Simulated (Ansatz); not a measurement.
# CH5GaS2: up Jacob's ladder to CCSD(T)

An exercise on one series of results from a longer session: the logs are not shown, and one member is left open.

Method: functionals in def2-TZVPP, the program's frozen cores in correlated methods; program: Ansatz 0.2.0, Gaussian basis.

Plan: LDA (SPW92), PBE-D4, revPBE-D4, BLYP-D4, r2SCAN-D4, B97M-V, PBE0-D4, B3LYP-D4, r2SCANh-D4, r2SCAN0-D4, HSE06-D4, BHLYP-D4, CAM-B3LYP-D4, LC-ωPBE, ωB97X-V, ωB97M-V, B2PLYP, PBE-QIDH; CCSD(T)/def2-SVP; CCSD(T)/def2-TZVPP; MP2/def2-QZVPP; extrapolation to the limit; RPA on PBE.

### The relaxed structure

The geometry comes from an earlier relaxation with PBE0-D4 in a triple-zeta def2 set; it is a stationary point, not always the lowest conformer.

SMILES `[CH3][Ga]([SH])[SH]`, 9 atoms, charge 0, spin multiplicity 1.

Atoms are counted from 1 here; the program's logs count them from 0.

Bond lengths: C1–Ga2 1.955 Å, C1–H5 1.092 Å, C1–H6 1.092 Å, C1–H7 1.090 Å, Ga2–S3 2.203 Å, Ga2–S4 2.207 Å, S3–H8 1.343 Å, S4–H9 1.343 Å. Angles: Ga2–C1–H5 109.8°, Ga2–C1–H6 110.1°, Ga2–C1–H7 110.9°, H5–C1–H6 108.1°, H5–C1–H7 108.9°, H6–C1–H7 109.0°, C1–Ga2–S3 121.5°, C1–Ga2–S4 123.6°, S3–Ga2–S4 114.9°, Ga2–S3–H8 94.7°, Ga2–S4–H9 94.1°.

Coordinates:

| atom | x (Å) | y (Å) | z (Å) |
| --- | --- | --- | --- |
| C1 | 0.0961 | 1.1574 | -0.9657 |
| Ga2 | 0.1485 | -0.3985 | 0.2177 |
| S3 | 1.8465 | -1.8021 | 0.2002 |
| S4 | -1.4530 | -0.8959 | 1.6526 |
| H5 | -0.7382 | 1.0630 | -1.6639 |
| H6 | -0.0519 | 2.0680 | -0.3821 |
| H7 | 1.0225 | 1.2459 | -1.5336 |
| H8 | 1.3392 | -2.6016 | 1.1527 |
| H9 | -2.2098 | 0.1638 | 1.3222 |

The first run:

in.yaml

```yaml
crystal:
  periodic: [false, false, false]
  atoms:
    - {symbol: C, position_ang: [0.096139, 1.157377, -0.965677]}
    - {symbol: Ga, position_ang: [0.148490, -0.398470, 0.217696]}
    - {symbol: S, position_ang: [1.846550, -1.802116, 0.200163]}
    - {symbol: S, position_ang: [-1.452988, -0.895921, 1.652557]}
    - {symbol: H, position_ang: [-0.738164, 1.062976, -1.663892]}
    - {symbol: H, position_ang: [-0.051929, 2.068031, -0.382149]}
    - {symbol: H, position_ang: [1.022511, 1.245898, -1.533580]}
    - {symbol: H, position_ang: [1.339237, -2.601556, 1.152680]}
    - {symbol: H, position_ang: [-2.209845, 0.163781, 1.322191]}
basis:
  gaussian: {orbitals: def2-TZVPP}
hamiltonian: {xc: lda}
output: {orbitals: {seedname: orbitals}}
```

Started as:

```console
ansatz run in.yaml --threads 4 --pin off --events-out ev --progress --plain --max-ram 10444MiB
```

Among the steps run: LDA; PBE-D4 (GGA); revPBE-D4 (GGA); BLYP-D4 (GGA); r2SCAN-D4 (meta-GGA); B97M-V (meta-GGA); PBE0-D4 (hybrid); B3LYP-D4 (hybrid); r2SCANh-D4 (hybrid); r2SCAN0-D4 (hybrid); HSE06-D4 (hybrid); BHLYP-D4 (hybrid); CAM-B3LYP-D4 (range-separated); LC-ωPBE (range-separated); ωB97X-V (range-separated); ωB97M-V (range-separated); B2PLYP (double hybrid); PBE-QIDH (double hybrid).

One table of the session follows, with a row left open; its other results are not shown here.

It belongs to the step «Orbital energies across the functionals». 

| functional | HOMO (eV) | gap (eV) |
| --- | --- | --- |
| LDA (SPW92) | -6.29 | 4.55 |
| PBE-D4 | -6.16 | 4.69 |
| revPBE-D4 | -6.11 | 4.75 |
| BLYP-D4 | -5.98 | 4.60 |
| r2SCAN-D4 | -6.46 | 5.20 |
| B97M-V | -6.51 | 5.16 |
| PBE0-D4 | -7.37 | 6.65 |
| B3LYP-D4 | -7.10 | 6.16 |
| r2SCANh-D4 | -6.90 | 5.91 |
| r2SCAN0-D4 | -7.56 | 6.97 |
| HSE06-D4 | -6.97 | 5.88 |
| BHLYP-D4 | -8.40 | 8.47 |
| CAM-B3LYP-D4 | -8.65 | 8.86 |
| LC-ωPBE | ? | ? |
| ωB97X-V | -9.70 | 10.89 |
| ωB97M-V | -9.52 | 10.52 |

Q: Estimate the row for LC-ωPBE from the others.

The run gave: HOMO (eV): -10.08; gap (eV): 11.38. In the column «HOMO (eV)» it is the lowest.
